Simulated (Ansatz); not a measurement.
# YHg: relaxation and properties

This session takes YHg and sets out to relax cell and atoms, compute bands, density of states and charges, compare with the cell as listed and measure the bulk modulus from energies at several volumes.

Method: DFT r2SCAN, scalar-relativistic, plane waves, PAW, in Ansatz 0.2.0.

## 1. Starting point

Symmetry: Pm-3m, No. 221, cubic system. The conventional cell has a = 3.680 Å, b = 3.680 Å, c = 3.680 Å, α = 90.00°, β = 90.00°, γ = 90.00°. Y (site symmetry m-3m) is surrounded by 8 Hg at 3.19 Å. Hg (site symmetry m-3m) has 8 Y at 3.19 Å in its first shell of neighbours.

As a file:

```cif
data_structure
_symmetry_space_group_name_H-M 'P 1'
_symmetry_Int_Tables_number 1
_cell_length_a 3.6800
_cell_length_b 3.6800
_cell_length_c 3.6800
_cell_angle_alpha 90.000
_cell_angle_beta 90.000
_cell_angle_gamma 90.000
_cell_volume 49.84
loop_
_atom_site_label
_atom_site_type_symbol
_atom_site_fract_x
_atom_site_fract_y
_atom_site_fract_z
_atom_site_occupancy
Y1 Y 0.50000 0.50000 0.50000 1
Hg1 Hg 0.00000 0.00000 0.00000 1
```

Source of the structure: the Crystallography Open Database.

(A quick probe on a coarse mesh, which set the mesh and smearing, is not shown.)

## 3. Full relaxation

The input, input.yaml:

```yaml
crystal:
  lattice:
    - [3.68, 0.0, 0.0]
    - [0.0, 3.68, 0.0]
    - [0.0, 0.0, 3.68]
  atoms:
    - { symbol: "Y", position: [0.5, 0.5, 0.5] }
    - { symbol: Hg, position: [0.0, 0.0, 0.0] }
basis:
  ecutwfc: 500
kpoints:
  mp_grid: { grid: [12, 12, 12] }
hamiltonian:
  xc: r2scan
scf:
  occupations: { method: gaussian, width: 0.1 }
output:
  forces: true
  stress: true
  eigenvalues: true
  write_density: true
  write_potential: true
  elf: true
  volumetric_format: npy
relax:
  adjacent_minimum: "off"
  f_tol: 0.005
  max_steps: 80
  cell: { stress_tol: 0.05 }
```

Launch:

```
$ ansatz run input.yaml --threads 1 --pin off --max-ram 2560MiB --backend cpu --events-out ev --progress --plain --runs-dir out
```

The session goes on with these runs: static run: bands, density of states and charges; back to the database's cell; volume × 0.97; point at V/V0 = 1.03; point at V/V0 = 0.94; point at V/V0 = 1.06; the cell scaled to 0.91 of its volume; point at V/V0 = 1.10; volume × 0.88.

Before running it: what results should come out? Wanted: relaxed cell; volume; gap; states at the Fermi level; Bader charges; listed cell; equilibrium volume of the fit; bulk modulus.

As calculated:

| quantity | value |
| --- | --- |
| relaxed cell | a = 3.705 Å, b = 3.705 Å, c = 3.705 Å, α = 90.00°, β = 90.00°, γ = 90.00° |
| space group (0.01 Å) | Pm-3m (No. 221) |
| volume | 25.42 Å³/atom |
| gap | none (metal) |
| states at the Fermi level | 1.55 per eV per cell |
| Bader charges | Y +1.66, Hg -1.66 e |
| listed cell | 2.2 meV/atom above the relaxed cell, 1.5 GPa, gap none (metal) |
| equilibrium volume of the fit | 25.41 Å³/atom |
| bulk modulus | 74 GPa |
| its pressure derivative | 4.6 |

**Reading.** Relaxation raised the volume by 2.0 %. It comes out metallic. Of the projected weight within 0.25 eV of the Fermi level, the largest part is Y 4d (92 %). The projections leave out shells that the potentials don't hold, such as empty d states. Bader charges reach 1.7 e, so charge transfer in this metal is strong. The listed cell costs 2.2 meV/atom and carries a pressure of 1.5 GPa at this level. The fit puts the minimum at 25.41 Å³/atom with B = 74 GPa and B' = 4.6. These runs have no spin-orbit coupling; with Hg it would split and shift bands.
